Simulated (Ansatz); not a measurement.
# CH8AlBOSi: the cost of one run

All numbers below are computed with Ansatz 0.2.0 (RKS PBE0-D4/def2-SVP).

## (1) The starting structure

Bond lengths: B1–Al2 2.031 Å, Al2–O3 1.811 Å, O3–Si4 1.788 Å, Si4–C5 1.915 Å, B1–H6 1.172 Å, B1–H7 1.219 Å, Al2–H8 1.554 Å, Si4–H9 1.421 Å, Si4–H10 1.432 Å, C5–H11 1.079 Å, C5–H12 1.077 Å, C5–H13 1.110 Å. Angles (14 of 19 angles, heavy atoms first): B1–Al2–O3 119.0°, Al2–O3–Si4 108.1°, O3–Si4–C5 106.3°, B1–Al2–H8 121.2°, O3–Al2–H8 119.8°, Al2–B1–H6 124.4°, Al2–B1–H7 120.0°, O3–Si4–H9 109.5°, O3–Si4–H10 108.8°, C5–Si4–H9 110.9°, C5–Si4–H10 109.2°, Si4–C5–H11 107.5°, Si4–C5–H12 110.2°, Si4–C5–H13 108.9°.

Structure file:

```xyz
13

B    -0.8781    2.8197   -0.5524
Al   -1.2790    0.9767    0.1998
O    -0.1386    0.2557    1.4076
Si    1.1739   -0.5634    0.5103
C     0.4655   -2.2502   -0.0560
H     0.0201    3.4923   -0.2135
H    -1.6408    3.3283   -1.3556
H    -2.4996    0.1530   -0.2982
H     1.5494    0.2288   -0.6078
H     2.2718   -0.7888    1.4010
H     1.2618   -2.7884   -0.5455
H    -0.3784   -2.0984   -0.7073
H     0.0923   -2.8000    0.8325
```

## (2) End point A

File input.yaml:

```yaml
crystal:
  periodic: [false, false, false]
  atoms:
    - { symbol: B, position_ang: [-0.8781, 2.8197, -0.5524] }
    - { symbol: Al, position_ang: [-1.279, 0.9767, 0.1998] }
    - { symbol: O, position_ang: [-0.1386, 0.2557, 1.4076] }
    - { symbol: Si, position_ang: [1.1739, -0.5634, 0.5103] }
    - { symbol: C, position_ang: [0.4655, -2.2502, -0.056] }
    - { symbol: H, position_ang: [0.0201, 3.4923, -0.2135] }
    - { symbol: H, position_ang: [-1.6408, 3.3283, -1.3556] }
    - { symbol: H, position_ang: [-2.4996, 0.153, -0.2982] }
    - { symbol: H, position_ang: [1.5494, 0.2288, -0.6078] }
    - { symbol: H, position_ang: [2.2718, -0.7888, 1.401] }
    - { symbol: H, position_ang: [1.2618, -2.7884, -0.5455] }
    - { symbol: H, position_ang: [-0.3784, -2.0984, -0.7073] }
    - { symbol: H, position_ang: [0.0923, -2.8, 0.8325] }
basis:
  gaussian: { orbitals: def2-SVP }
hamiltonian:
  xc: pbe0
  dispersion: d4
relax:
  f_tol: 0.02
  max_steps: 50
output:
  orbitals: {}
```

Run with:

```
$ ansatz run input.yaml --threads 2 --pin off --max-ram 3072MiB --backend cpu --events-out ev --progress --plain --runs-dir out
```

What time and memory should one allow on 2 threads of Intel Xeon 6975P-C (Granite Rapids), shared host?

About 61 s, with a peak of 0.29 GiB.
